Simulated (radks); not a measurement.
# Spin polarisation of the 4f shell in Sm²⁺

The task here is to estimate one member of a computed series from the others.

Method: non-relativistic Kohn-Sham, TPSS, spin-polarised, spherical densities, point nucleus. Code: radks (a radial shooting solver on a logarithmic mesh, Libxc functionals) version 1.

## What is computed

- element: samarium (Z = 62)
- charge: +2
- electrons: 60
- configuration: [Xe] 4f(up 3, down 3)

A shell typed twice in an input gives spin up, then spin down.

Set-up of the first run:

Input:

```text
Z 62
configuration [Xe] 4f3 4f3
relativity non-relativistic
functional tpss,tpss
spin polarised
nucleus point
```

Steps of the session up to this table: No moment.

One of the session's tables, all rows but one given; the rest of the session is left out.

It belongs to the step «No moment». From the orbitals of this run (lengths in bohr):

| level | <r> | outermost maximum (interpolated) | 90 % within | nodes |
| --- | --- | --- | --- | --- |
| 3p | 0.2603 | 0.236 | 0.388 | 1 |
| 3d | 0.2319 | 0.189 | 0.361 | 0 |
| 4s | 0.6127 | 0.570 | 0.879 | 3 |
| 4p | ? | ? | ? | ? |
| 4d | 0.6708 | 0.588 | 1.01 | 1 |
| 5s | 1.499 | 1.34 | 2.16 | 4 |
| 5p | 1.685 | 1.47 | 2.46 | 3 |
| 4f | 0.9384 | 0.598 | 1.63 | 0 |

Q: Estimate the row for 4p from the others.

The run gave: <r>: 0.6289; outermost maximum (interpolated): 0.577; 90 % within: 0.913; nodes: 2. In the column «<r>» it lies between 4s (0.6127) and 4d (0.6708).
